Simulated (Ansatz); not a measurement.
**C5H4F6O2Ti: small, medium and large basis sets**

The task here is to estimate one member of a computed series from the others.

Computed with Ansatz 0.2.0, Gaussian basis. Level: one geometry, several basis sets.

Levels to be run: PBE0-D4/def2-SVP; ωB97M-V/def2-SVP; PBE0-D4/def2-QZVPP; ωB97M-V/def2-QZVPP; the functionals' def2-TZVPP values are taken from earlier runs.

## Structure used throughout

The geometry comes from an earlier relaxation with PBE0-D4 in a triple-zeta def2 set; it is a stationary point, not always the lowest conformer.

SMILES `CC1=CC(C(F)(F)F)=[O+][Ti-]([F])([F])([F])[O]1`, 18 atoms, charge 0, spin multiplicity 1.

Atoms are counted from 1 here; the program's logs count them from 0.

Bond lengths: C1–C2 1.490 Å, C1–H15 1.088 Å, C1–H16 1.093 Å, C1–H17 1.092 Å, C2–C3 1.414 Å, C2–O14 1.253 Å, C3–C4 1.366 Å, C3–H18 1.078 Å, C4–C5 1.531 Å, C4–O9 1.276 Å, C5–F6 1.330 Å, C5–F7 1.330 Å, C5–F8 1.333 Å, O9–Ti10 1.952 Å, Ti10–F11 1.749 Å, Ti10–F12 1.757 Å, Ti10–F13 1.749 Å, Ti10–O14 2.049 Å. Angles: C2–C1–H15 112.4°, C2–C1–H16 108.6°, C2–C1–H17 109.1°, H15–C1–H16 109.4°, H15–C1–H17 110.2°, H16–C1–H17 107.0°, C1–C2–C3 120.7°, C1–C2–O14 117.4°, C3–C2–O14 121.9°, C2–C3–C4 119.7°, C2–C3–H18 120.3°, C4–C3–H18 120.0°, C3–C4–C5 120.4°, C3–C4–O9 127.0°, C5–C4–O9 112.6°, C4–C5–F6 110.0°, C4–C5–F7 110.1°, C4–C5–F8 111.9° and more.

Set-up of the first run:

The input, in.yaml:

```yaml
crystal:
  periodic: [false, false, false]
  atoms:
    - {symbol: C, position_ang: [-1.356580, -1.149304, 2.128386]}
    - {symbol: C, position_ang: [-0.493820, -0.626561, 1.032256]}
    - {symbol: C, position_ang: [-1.004684, 0.292854, 0.086487]}
    - {symbol: C, position_ang: [-0.191094, 0.767624, -0.903350]}
    - {symbol: C, position_ang: [-0.725831, 1.765176, -1.934033]}
    - {symbol: F, position_ang: [-0.030699, 2.897401, -1.875606]}
    - {symbol: F, position_ang: [-0.609437, 1.262522, -3.159392]}
    - {symbol: F, position_ang: [-2.009948, 2.055704, -1.724955]}
    - {symbol: O, position_ang: [1.035150, 0.472616, -1.096334]}
    - {symbol: Ti, position_ang: [2.322426, -0.691606, -0.203455]}
    - {symbol: F, position_ang: [2.356631, -2.413438, -0.506928]}
    - {symbol: F, position_ang: [3.484509, -0.173542, -1.414980]}
    - {symbol: F, position_ang: [3.172122, -0.172765, 1.234167]}
    - {symbol: O, position_ang: [0.692252, -1.027318, 0.991394]}
    - {symbol: H, position_ang: [-2.391776, -0.828725, 2.030499]}
    - {symbol: H, position_ang: [-0.956229, -0.799011, 3.083705]}
    - {symbol: H, position_ang: [-1.299707, -2.239538, 2.139458]}
    - {symbol: H, position_ang: [-2.030683, 0.619210, 0.144484]}
basis:
  gaussian: {orbitals: def2-SVP}
hamiltonian: {xc: pbe0, dispersion: d4}
output: {orbitals: {seedname: orbitals}}
```

On the command line:

```bash
> ansatz run in.yaml --threads 11 --pin off --events-out ev --progress --plain --max-ram 120832MiB --backend cpu
```

Among the steps run: PBE0-D4 in def2-SVP; ωB97M-V in def2-SVP; PBE0-D4 in def2-QZVPP; ωB97M-V in def2-QZVPP.

One of the session's tables, all rows but one given; the rest of the session is left out.

It belongs to the step «Functionals by basis». 

```
functional       basis  HOMO (eV)  LUMO (eV)
   PBE0-D4    def2-SVP      -8.45      -3.04
   PBE0-D4  def2-TZVPP      -8.51      -3.11
   PBE0-D4  def2-QZVPP      -8.51      -3.12
   ωB97M-V    def2-SVP     -10.52      -0.85
   ωB97M-V  def2-TZVPP          ?          ?
   ωB97M-V  def2-QZVPP     -10.62      -1.00
```

**Question.** Estimate the row for ωB97M-V, def2-TZVPP.

**Answer.** HOMO (eV): -10.62; LUMO (eV): -0.98.
